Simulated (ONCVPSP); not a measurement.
# Pseudopotential generation for copper: ONCV, PBEsol

Aim: build the potential from the settings below, then test how well it stands in for the atom: other configurations, scattering, ghost states and the plane-wave cutoff that it needs.

The numbers are computed with ONCVPSP 4.0.1.1 (patched build) (PBEsol, scalar-relativistic, spin-unpolarised reference atom).

## (1) Settings

The settings as typed:

- element: copper (Cu, Z = 29)
- type: optimised norm-conserving Vanderbilt (ONCV)
- frozen core: [Ne]
- valence charge: 19
- reference configuration: 3s2 3p6 3d10 4s1
- partial waves: 3s+4s: rc 1.25 bohr, ncon 5, nbas 9, qcut 10.3 1/bohr, 2 projectors; 3p: rc 1.10 bohr, ncon 4, nbas 7, qcut 16 1/bohr, 2 projectors, debl 3.9 Ha; 3d: rc 0.85 bohr, ncon 4, nbas 8, qcut 15.3 1/bohr, 2 projectors, debl 2.7 Ha
- local potential: polynomial inside 0.80 bohr (lpopt 5, dvloc0 0 Ha)
- core correction: Teter function fitted to the true core (icmod 2), fcfact 0.6

An earlier all-electron run gives the scale for the radii.

All-electron outer shells of the reference configuration (PBEsol, scalar-relativistic, ld1.x):

```csv
shell,level (eV),outermost node (bohr),outermost maximum (bohr)
2p,-916.42,–,0.16
3s,-114.40,0.29,0.61
3p,-72.00,0.26,0.62
3d,-5.06,–,0.60
4s,-4.61,0.89,2.27
4p,-0.64,0.98,3.56
```

## (2) Generating the potential

File Cu.dat:

```
# ATOM AND REFERENCE CONFIGURATION
# atsym  z   nc   nv     iexc    psfile
  Cu 29.00    3    4  -116133      upf
#
#   n    l    f
    1    0    2.00
    2    0    2.00
    2    1    6.00
    3    0    2.00
    3    1    6.00
    3    2   10.00
    4    0    1.00
#
# PSEUDOPOTENTIAL AND OPTIMIZATION
# lmax
    2
#
#   l,   rc,      ep,       ncon, nbas, qcut
    0    1.25    0.00    5    9   10.30
    1    1.10    0.00    4    7   16.00
    2    0.85    0.00    4    8   15.30
#
# LOCAL POTENTIAL
# lloc, lpopt,  rc(5),   dvloc0
    4    5    0.80    0.00
#
# VANDERBILT-KLEINMAN-BYLANDER PROJECTORs
# l, nproj, debl
    0    2    2.80
    1    2    3.90
    2    2    2.70
#
# MODEL CORE CHARGE
# icmod, fcfact, rcfact
    2    0.60    1.15
#
# LOG DERIVATIVE ANALYSIS
# epsh1, epsh2, depsh
   -6.00    5.00    0.04
#
# OUTPUT GRID
# rlmax, drl
    6.00    0.01
#
# TEST CONFIGURATIONS
# ncnf
    4
# nvcnf
#   n    l    f
    4
    3    0    2.00
    3    1    6.00
    3    2   10.00
    4    0    0.00
#
    4
    3    0    2.00
    3    1    6.00
    3    2    9.00
    4    0    0.00
#
    4
    3    0    2.00
    3    1    6.00
    3    2    8.00
    4    0    0.00
#
    4
    3    0    2.00
    3    1    6.00
    3    2   10.00
    4    0    0.50
#
```

Started as:

```console
$ oncvpsp.x < Cu.dat > Cu.out
```

The output, Cu.out (without the consistency checks and plot data):

```text
ONCVPSP  (Optimized Norm-Conservinng Vanderbilt PSeudopotential)
scalar-relativistic version 4.0.1.1, modified

#   n    l    f        energy (Ha)
    1    0    2.00    -3.2497347E+02
    2    0    2.00    -3.9007500E+01
    2    1    6.00    -3.3677990E+01
    3    0    2.00    -4.2042910E+00
    3    1    6.00    -2.6459231E+00
    3    2   10.00    -1.8594224E-01
    4    0    1.00    -1.6936025E-01

Reference configufation results
  iterations    41
  all-electron total energy (Ha)   -1.65349048D+03

Begin loop to  construct optimized pseudo wave functions
and semi-local pseudopoentials for all angular momenta

Calculating optimized projector #   1

 for l=   0

    Fraction of norm inside rc  0.958901
    Optimizing pswf for qcut=  10.31 a_B^-1,  ecut=  53.14 Ha
    Residual kinetic energy error=  1.40D-05 Ha

    Energy error per electron        Cutoff
         Ha          eV             Ha
         0.01000     0.27211       29.00
         0.00100     0.02721       39.47
         0.00010     0.00272       46.85
         0.00001     0.00027       63.05

Calculating optimized projector #   2

 for l=   0

    Fraction of norm inside rc  0.036179
    Optimizing pswf for qcut=  10.31 a_B^-1,  ecut=  53.14 Ha
    Residual kinetic energy error=  4.42D-06 Ha

    Energy error per electron        Cutoff
         Ha          eV             Ha
         0.01000     0.27211        9.35
         0.00100     0.02721       31.76
         0.00010     0.00272       42.41
         0.00001     0.00027       50.35

   Wellstate for l =  1  n =  5
     eigenvalue =   1.2541
     asymptotic potential =   1.7541
     half-point radius =  3.8100

Calculating optimized projector #   1

 for l=   1

    Fraction of norm inside rc  0.874375
    Optimizing pswf for qcut=  16.02 a_B^-1,  ecut= 128.26 Ha
    Residual kinetic energy error=  2.91D-08 Ha

    Energy error per electron        Cutoff
         Ha          eV             Ha
         0.01000     0.27211       35.20
         0.00100     0.02721       44.05
         0.00010     0.00272       74.85
         0.00001     0.00027       95.46

Calculating optimized projector #   2

 for l=   1

    Fraction of norm inside rc  0.032556
    Optimizing pswf for qcut=  16.02 a_B^-1,  ecut= 128.26 Ha
    Residual kinetic energy error=  3.27D-09 Ha

    Energy error per electron        Cutoff
         Ha          eV             Ha
         0.01000     0.27211       26.18
         0.00100     0.02721       36.36
         0.00010     0.00272       45.37
         0.00001     0.00027       80.46

   Wellstate for l =  2  n =  5
     eigenvalue =   2.5141
     asymptotic potential =   3.0141
     half-point radius =  3.1386

Calculating optimized projector #   1

 for l=   2

    Fraction of norm inside rc  0.491249
    Optimizing pswf for qcut=  15.32 a_B^-1,  ecut= 117.28 Ha
    Residual kinetic energy error=  2.41D-04 Ha

    Energy error per electron        Cutoff
         Ha          eV             Ha
         0.01000     0.27211       90.40
         0.00100     0.02721      107.28
         0.00010     0.00272      201.89
         0.00001     0.00027      524.95

Calculating optimized projector #   2

 for l=   2

    Fraction of norm inside rc  0.054911
    Optimizing pswf for qcut=  15.32 a_B^-1,  ecut= 117.28 Ha
    Residual kinetic energy error=  1.06D-04 Ha

    Energy error per electron        Cutoff
         Ha          eV             Ha
         0.01000     0.27211       80.98
         0.00100     0.02721      101.45
         0.00010     0.00272      117.90
         0.00001     0.00027      216.57

Construct Vanderbilt / Kleinmman-Bylander projectors

B matrix Hermiticity error, ll=   0
   1   2    4.2091E-04

  Orthonormal projector coefficients  1.7561E+01  2.8855E+00

B matrix Hermiticity error, ll=   1
   1   2   -4.3885E-04

  Orthonormal projector coefficients  7.2241E+00  9.5859E-01

B matrix Hermiticity error, ll=   2
   1   2   -3.1432E-04

  Orthonormal projector coefficients -1.7867E+01 -5.0461E+00

Model core correction analysis
  based on d2Exc/dn_idn_j

d2excae - all-electron derivatives

   -4.240909D-02   -3.944669D-02   -2.751166D-02   -1.532318D-03
   -3.944685D-02   -3.792420D-02   -2.718616D-02   -1.868360D-03
   -2.751200D-02   -2.718637D-02   -2.463616D-02   -7.531538D-03
   -1.532249D-03   -1.868159D-03   -7.528075D-03   -3.748604D-02

d2excps - pseudofunction derivatives with no core correction

   -4.793789D-02   -4.098315D-02   -3.052204D-02   -1.896226D-03
   -4.098382D-02   -3.936836D-02   -3.030407D-02   -1.940487D-03
   -3.052261D-02   -3.030425D-02   -2.647543D-02   -7.640162D-03
   -1.896220D-03   -1.940284D-03   -7.636702D-03   -3.750791D-02

rms 2nd derivative error    2.216801E-03

amplitude prefactor, scale prefactor
   11.5355    1.1804

d2excps - pseudofunction derivatives with core correction

   -3.900964D-02   -3.797686D-02   -2.884966D-02   -1.426539D-03
   -3.797685D-02   -3.781528D-02   -2.925635D-02   -1.782090D-03
   -2.884985D-02   -2.925654D-02   -2.569932D-02   -7.553130D-03
   -1.426457D-03   -1.781884D-03   -7.549669D-03   -3.748333D-02

rms 2nd derivative error    1.351142E-03

Pseudoatom total energy -197.041968

Diagnostic tests using Vanderbilt-Kleinman-Bylander pseudopotentials
  1 or more projectors used as specified by nproj input data

   l    rcore       rmatch      e in        delta e   norm test  slope test

   0   1.2513936   1.2893886  -4.2042910   0.0000092   1.0002366   1.0002156
   0   1.2513936   1.2893886  -0.1693602   0.0000048   1.0000434   1.0000339

   1   1.1036626   1.1371722  -2.6459231   0.0000082   1.0001950   1.0002173
   1   1.1036626   1.1371722   1.2540769   0.0001061   1.0004266   1.0004266

   2   0.8533421   0.8792514  -0.1859422   0.0000106   1.0001455   1.0001312
   2   0.8533421   0.8792514   2.5140578  -0.0000270   1.0004485   1.0004485

 Testing for bound ghosts
   n   l    E NL Schr. Eq   E Basis Diag.   E Cutoff

   1   0       -4.204282       -4.204281    223.94
   2   0       -0.169355       -0.000789    223.94

   2   1       -2.645915       -2.645829    183.30

   3   2       -0.185932       -0.132636    472.24

 Testing for highly-localized positive-energy ghosts
       l    <radius>/rc     E Basis Diag.   E Cutoff

Test configuration 0

   n   l     f        eae           eps        diff
   1   0  2.0000 -324.97347039
   2   0  2.0000  -39.00749990
   2   1  6.0000  -33.67798976
   3   0  2.0000   -4.20429104   -4.20428188    9.16D-06
   3   1  6.0000   -2.64592314   -2.64591496    8.18D-06
   3   2 10.0000   -0.18594224   -0.18593165    1.06D-05
   4   0  1.0000   -0.16936025   -0.16935549    4.76D-06

    Total energies and differences
      AE_ref= -1.65349048D+03  AE_tst= -1.65349048D+03  dif=  0.00D+00
      PS_ref= -1.97041968D+02  PS_tst= -1.97041968D+02  dif= -3.30D-12
      PSP excitation error=  3.30D-12

Test configuration 1

   n   l     f        eae           eps        diff
   1   0  2.0000 -325.28907822
   2   0  2.0000  -39.31314948
   2   1  6.0000  -33.98450218
   3   0  2.0000   -4.51954537   -4.51905369    4.92D-04
   3   1  6.0000   -2.96243084   -2.96206068    3.70D-04
   3   2 10.0000   -0.50135177   -0.50134980    1.98D-06

    Total energies and differences
      AE_ref= -1.65349048D+03  AE_tst= -1.65319260D+03  dif=  2.98D-01
      PS_ref= -1.97041968D+02  PS_tst= -1.96744141D+02  dif=  2.98D-01
      PSP excitation error=  5.12D-05

Test configuration 2

   n   l     f        eae           eps        diff
   1   0  2.0000 -325.91458699
   2   0  2.0000  -39.95090070
   2   1  6.0000  -34.62084051
   3   0  2.0000   -5.14282741   -5.14296404   -1.37D-04
   3   1  6.0000   -3.58067272   -3.58077579   -1.03D-04
   3   2  9.0000   -1.08797326   -1.08801778   -4.45D-05

    Total energies and differences
      AE_ref= -1.65349048D+03  AE_tst= -1.65240935D+03  dif=  1.08D+00
      PS_ref= -1.97041968D+02  PS_tst= -1.95960801D+02  dif=  1.08D+00
      PSP excitation error= -3.27D-05

Test configuration 3

psatom: WARNING lschvkbb convergence error n,l,iter=   3   2   3
ea(ii),et,emin,emax -1.859317E-01 -2.045248E-01 -2.045248E-01 -2.045248E-01
run_config: WARNING for fully non-local PS atom, stg. 1
 WARNING no output for configuration 4

Test configuration 4

psatom: WARNING lschvkbb convergence error n,l,iter=   3   2  33
ea(ii),et,emin,emax -2.589442E-01 -2.848386E-01 -2.848386E-01 -2.848386E-01
run_config: WARNING for fully non-local PS atom, stg. 1
 WARNING no output for configuration 5
```

It took 4.8 s on 1 thread of Neoverse-V1, shared host.

Partial waves on a coarse radial grid (AE all-electron, PS pseudo):

| r (bohr) | 3p AE | 3p PS |
| --- | --- | --- |
| 0.062 | -0.4255 | 0.0342 |
| 0.125 | -0.6546 | 0.1342 |
| 0.188 | -0.4613 | 0.2877 |
| 0.250 | -0.0697 | 0.4726 |
| 0.312 | 0.3485 | 0.6693 |
| 0.375 | 0.7092 | 0.8590 |
| 0.438 | 0.9731 | 1.0192 |
| 0.500 | 1.1373 | 1.1348 |
| 0.562 | 1.2215 | 1.2033 |
| 0.625 | 1.2433 | 1.2258 |
| 0.688 | 1.2191 | 1.2074 |
| 0.750 | 1.1654 | 1.1590 |
| 0.812 | 1.0933 | 1.0904 |
| 0.875 | 1.0100 | 1.0088 |
| 0.938 | 0.9226 | 0.9221 |
| 1.000 | 0.8369 | 0.8366 |
| 1.062 | 0.7540 | 0.7539 |
| 1.125 | 0.6745 | 0.6744 |
| 1.188 | 0.6007 | 0.6006 |
| 1.250 | 0.5340 | 0.5339 |
| 1.312 | 0.4732 | 0.4732 |
| 1.375 | 0.4176 | 0.4175 |
| 1.438 | 0.3677 | 0.3676 |
| 1.500 | 0.3238 | 0.3237 |
| 1.562 | 0.2847 | 0.2847 |
| 1.625 | 0.2495 | 0.2495 |

Densities times 4π (e/bohr³); a dash where the program caps the true core:

| r (bohr) | pseudo valence | true core | model core |
| --- | --- | --- | --- |
| 0.062 | 16.73 | – | 915.2 |
| 0.188 | 38.55 | 972 | 496.3 |
| 0.312 | 76.71 | 152.2 | 137.3 |
| 0.438 | 89.74 | 16.9 | 14.3 |
| 0.562 | 70.24 | 1.79 | 0.1906 |
| 0.688 | 44.59 | 0.1779 | 0.0202 |
| 0.812 | 26.81 | 0.01821 | 3.375e-05 |
| 0.938 | 15.54 | 0.001815 | 0.0005802 |
| 1.062 | 9.054 | 0.0001909 | 5.754e-05 |
| 1.188 | 5.343 | 1.96e-05 | 1.439e-05 |
| 1.312 | 3.286 | 2.128e-06 | 0 |
| 1.438 | 2.089 | 2.384e-07 | 0 |
| 1.562 | 1.391 | 0 | 0 |

## (3) The configuration tests of the same run

2 tests gave no usable energy difference (3s2 3p6 3d8 4s0; 3s2 3p6 3d10 4s0.5).

The tests as a table, with energies relative to 3s2 3p6 3d10 4s1.

| valence configuration | charge | ΔE all-electron (eV) | error AE − PS (meV) |
| --- | --- | --- | --- |
| 3s2 3p6 3d10 4s0 | +1 | 8.106 | +1.4 |
| 3s2 3p6 3d9 4s0 | +2 | 29.419 | -0.9 |

## (4) Does it scatter like the atom?

Taken from the files of the generation run. The phase is arctan(r·R′/R) of the radial function R, unwrapped, with energies in Ha. A pole is an energy at which the radial function vanishes at the test radius. The pseudo phase is shifted by a multiple of π to meet the all-electron one at the reference energy. Levels narrower than the energy grid can be missing from the poles. The last column is the largest difference on the grid between −0.5 and +0.5 Ha.

```tsv
channel	radius (bohr)	reference (Ha)	poles AE	poles PS	window around the reference with phases within 0.05 rad (Ha)	largest difference near zero (rad)
s	1.27	-0.17	-3.67	-3.67	the whole range	0.000
p	1.12	-2.65	-1.31	-1.31	the whole range	0.000
d	0.86	-0.19	3.54	3.54	the whole range	0.000
```

Phases (rad) along the scan:

| E (Ha) | s AE | s PS | d AE | d PS |
| --- | --- | --- | --- | --- |
| -5.96 | 1.022 | 1.022 | 1.005 | 1.005 |
| -5.40 | 0.754 | 0.754 | 0.950 | 0.950 |
| -4.84 | -0.234 | -0.234 | 0.880 | 0.880 |
| -4.28 | -1.268 | -1.268 | 0.787 | 0.787 |
| -3.72 | -1.556 | -1.556 | 0.663 | 0.663 |
| -3.16 | -1.681 | -1.681 | 0.491 | 0.491 |
| -2.60 | -1.761 | -1.761 | 0.254 | 0.254 |
| -2.04 | -1.829 | -1.829 | -0.052 | -0.052 |
| -1.48 | -1.896 | -1.896 | -0.392 | -0.392 |
| -0.92 | -1.972 | -1.972 | -0.699 | -0.699 |
| -0.36 | -2.068 | -2.068 | -0.937 | -0.937 |
| 0.20 | -2.203 | -2.203 | -1.112 | -1.112 |
| 0.76 | -2.405 | -2.405 | -1.240 | -1.240 |
| 1.32 | -2.721 | -2.721 | -1.336 | -1.336 |
| 1.88 | -3.170 | -3.170 | -1.412 | -1.412 |
| 2.44 | -3.629 | -3.630 | -1.474 | -1.474 |
| 3.00 | -3.960 | -3.962 | -1.526 | -1.526 |
| 3.56 | -4.170 | -4.172 | -1.572 | -1.572 |
| 4.12 | -4.306 | -4.307 | -1.614 | -1.614 |
| 4.68 | -4.398 | -4.399 | -1.653 | -1.653 |

## (5) Convergence and ghost test

From the same output: the cutoffs (Ha) at which the residual kinetic energy of the hardest occupied pseudo-wave falls to 1 and 0.1 mHa per electron are 107 Ha and 202 Ha.

The program's own ghost test: no bound ghost flagged; no localised positive-energy state flagged.

Cutoff (Ha) at which the first wave of each channel reaches a given error (Ha per electron):

| error | s | p | d |
| --- | --- | --- | --- |
| 1.0e-02 | 29.0 | 35.2 | 90.4 |
| 3.2e-03 | 34.8 | 39.8 | 98.9 |
| 1.0e-03 | 39.5 | 44.1 | 107.3 |
| 3.2e-04 | 43.4 | 49.2 | 115.5 |
| 1.0e-04 | 46.9 | 74.9 | 201.9 |
| 3.2e-05 | 50.1 | 86.6 | 316.7 |
| 1.0e-05 | 63.0 | 95.5 | 525.0 |

## (6) Outcome

| quantity | value |
| --- | --- |
| cutoffs for 1 and 0.1 mHa per electron, occupied waves | 107 Ha and 202 Ha |
| bound ghosts | none found |
| GHOST(+) flags | none at low energy |
| largest test error (AE − PS) | +1.4 meV, for 3s2 3p6 3d10 4s0 (2 tests unsolved) |
| largest phase difference near zero energy, channels read | 0.000 rad |
| rms error of d²Exc/dn², without and with the model core | 2.22 and 1.35 mHa |

**Reading.** The worst unpolarised test, 3s2 3p6 3d10 4s0, is off by 1.4 meV on 8.1 eV; by total energies transferability rates as very good where solved. Of the tests 2 gave no usable energy difference, which is a warning in itself. The potential is very hard: the looser tolerance needs 107 Ha. At the looser tolerance the 3d wave is the slowest; 3p needs 44 Ha. No bound ghost shows below the valence levels. Near zero energy the phases of the channels with partial waves agree within 0.001 rad. These are tests on the free atom; a crystal test is still owed.
